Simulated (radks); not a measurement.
# Ba²⁺ in [Xe]: an all-electron calculation

An exercise on one series of results from a longer session: the logs are not shown, and one member is left open.

The numbers are computed with radks (a radial shooting solver on a logarithmic mesh, Libxc functionals) version 1 (scalar-relativistic Kohn-Sham, HCTH/407, spin-unpolarised, spherical densities, finite nucleus), except any that are marked as measured or tabulated.

### Starting point

| Quantity | Value |
| --- | --- |
| element | barium (Z = 56) |
| charge | +2 |
| electrons | 54 |
| configuration | [Xe] |
| nuclear rms radius | 4.8378 fm |

Outer shells as boxes (Hund's rule):

Ba²⁺
```
[Kr] core
4d [↑↓][↑↓][↑↓][↑↓][↑↓]
5s [↑↓]
5p [↑↓][↑↓][↑↓]
```

Set-up of the first run:

Input:

```text
Z 56
configuration [Xe]
relativity scalar-relativistic
functional hcth_407
spin unpolarised
nucleus finite rms 4.8378 fm
c 137.035999084
```

Among the steps run: Self-consistent calculation.

One table of the session follows, with a row left open; its other results are not shown here.

It belongs to the step «Radial structure». Radial moments (bohr):

```
level      <r>  outermost maximum (interpolated)  90 % within  nodes
   1s  0.02559                            0.0164       0.0461      0
   2s   0.1098                            0.0929        0.170      1
   2p  0.09617                            0.0746        0.157      0
   3s   0.2918                             0.266        0.428      2
   3p   0.2897                             0.260        0.434      1
   3d        ?                                 ?            ?      ?
   4s   0.6731                             0.625        0.967      3
   4p   0.7141                             0.653         1.04      2
   4d   0.7970                             0.693         1.20      1
   5s    1.626                              1.47         2.33      4
   5p    1.885                              1.66         2.74      3
```

Estimate the missing values for 3d.

**Answer.** <r>: 0.2661; outermost maximum (interpolated): 0.215; 90 % within: 0.417; nodes: 0. In the column «<r>» it lies between 2s (0.1098) and 3p (0.2897).
